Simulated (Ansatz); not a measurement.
# W4C4Cl: the cost of one run

Program: Ansatz 0.2.0. Level of theory: DFT LDA, plane waves, PAW, scalar-relativistic, no spin polarisation. These are calculated values, not measurements.

## Step 1: The system as given

The cell holds 18 atoms (C8Cl2W8): a = 5.801 Å, b = 5.658 Å, c = 16.187 Å, α = 90.00°, β = 90.00°, γ = 90.00°.

Its coordinates follow in the input file.

## Step 2: Relaxing end A

File input.yaml:

```yaml
crystal:
  lattice:
    - [5.801, 0.0, 0.0]
    - [0.0, 5.658, 0.0]
    - [0.0, 0.0, 16.186511]
  atoms:
    - { symbol: W, position: [0.0, 0.0, 0.0617798] }
    - { symbol: C, position: [0.0, 0.25, 0.1652366] }
    - { symbol: W, position: [0.25, 0.0, 0.216965] }
    - { symbol: C, position: [0.25, 0.25, 0.3204218] }
    - { symbol: W, position: [0.0, 0.5, 0.0617798] }
    - { symbol: C, position: [0.0, 0.75, 0.1652366] }
    - { symbol: W, position: [0.25, 0.5, 0.216965] }
    - { symbol: C, position: [0.25, 0.75, 0.3204218] }
    - { symbol: W, position: [0.5, 0.0, 0.0617798] }
    - { symbol: C, position: [0.5, 0.25, 0.1652366] }
    - { symbol: W, position: [0.75, 0.0, 0.216965] }
    - { symbol: C, position: [0.75, 0.25, 0.3204218] }
    - { symbol: W, position: [0.5, 0.5, 0.0617798] }
    - { symbol: C, position: [0.5, 0.75, 0.1652366] }
    - { symbol: W, position: [0.75, 0.5, 0.216965] }
    - { symbol: C, position: [0.75, 0.75, 0.3204218] }
    - { symbol: Cl, position: [0.0934151, 0.0673903, 0.469929] }
    - { symbol: Cl, position: [0.2617057, 0.3758996, 0.473018] }
basis:
  ecutwfc: 420.0
kpoints:
  mp_grid: { grid: [4, 4, 1] }
hamiltonian:
  xc: lda
  pseudopotentials: { kind: paw, azcp: { folder: soft_1 } }
scf:
  occupations: { method: gaussian, width: 0.05 }
  lower_state_search: "off"
relax:
  f_tol: 0.03
  max_steps: 60
  adjacent_minimum: "off"
  constraints: [{ sites: [0, 4, 8, 12] }]
```

Launch:

```console
ansatz run input.yaml --threads 4 --pin off --max-ram 10240MiB --backend cpu --events-out ev --progress --plain --runs-dir out
```

**Question.** How long does this run take on 4 threads of AMD EPYC 9R45 (Zen 5), shared host, and how much memory does it need?

About 77 s, with a peak of 1.5 GiB.
